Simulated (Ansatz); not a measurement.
# Lu4SiF: the cost of one run

Program: Ansatz 0.2.0. Level of theory: DFT PBE, scalar-relativistic, plane waves, PAW. These are calculated values, not measurements.

### Step 1. The system as given

The structure is tetragonal, space group P4/mmm (No. 123). Conventional cell: a = 3.967 Å, b = 3.967 Å, c = 8.268 Å, α = 90.00°, β = 90.00°, γ = 90.00°. Lu (site symmetry 2mm) is surrounded by 4 Lu at 2.80 Å and 2 F at 2.85 Å and 2 Si at 2.88 Å. Si (site symmetry 4/mmm) has 8 Lu at 2.88 Å as nearest neighbours. Around F (site symmetry 4/mmm) lie 8 Lu at 2.85 Å.

As a file:

```cif
data_structure
_symmetry_space_group_name_H-M 'P4/mmm'
_symmetry_Int_Tables_number 123
_cell_length_a 3.9665
_cell_length_b 3.9665
_cell_length_c 8.2684
_cell_angle_alpha 90.000
_cell_angle_beta 90.000
_cell_angle_gamma 90.000
_cell_volume 130.09
loop_
_atom_site_label
_atom_site_type_symbol
_atom_site_symmetry_multiplicity
_atom_site_Wyckoff_symbol
_atom_site_fract_x
_atom_site_fract_y
_atom_site_fract_z
_atom_site_occupancy
Lu1 Lu 4 i 0.00000 0.50000 0.25267 1
Si1 Si 1 a 0.00000 0.00000 0.00000 1
F1 F 1 b 0.00000 0.00000 0.50000 1
```

The cell is invented: random cell by space group and Wyckoff sites (P4/mmm, No. 123). Its size is a rough estimate.

### Step 2. Probe: one point on a coarse mesh

input.yaml

```yaml
crystal:
  lattice:
    - [3.96650346, 0.0, 0.0]
    - [0.0, 3.96650346, 0.0]
    - [0.0, 0.0, 8.26839948]
  atoms:
    - { symbol: Lu, position: [0.0, 0.5, 0.25266774] }
    - { symbol: Lu, position: [0.5, 0.0, 0.25266774] }
    - { symbol: Lu, position: [0.0, 0.5, 0.74733226] }
    - { symbol: Lu, position: [0.5, 0.0, 0.74733226] }
    - { symbol: Si, position: [0.0, 0.0, 0.0] }
    - { symbol: F, position: [0.0, 0.0, 0.5] }
basis:
  ecutwfc: 420
kpoints:
  mp_grid: { grid: [4, 4, 2] }
hamiltonian:
  xc: pbe
scf:
  occupations: { method: gaussian, width: 0.1 }
  lower_state_search: "off"
output:
  forces: true
  stress: true
  eigenvalues: true
```

Started as:

```sh
$ ansatz run input.yaml --threads 1 --pin off --max-ram 2560MiB --backend cpu --events-out ev --progress --plain --runs-dir out
```

**Question.** How long does this run take on 1 thread of Intel Xeon 6975P-C (Granite Rapids), shared host, and how much memory does it need?

About 5 s, with a peak of 0.48 GiB.
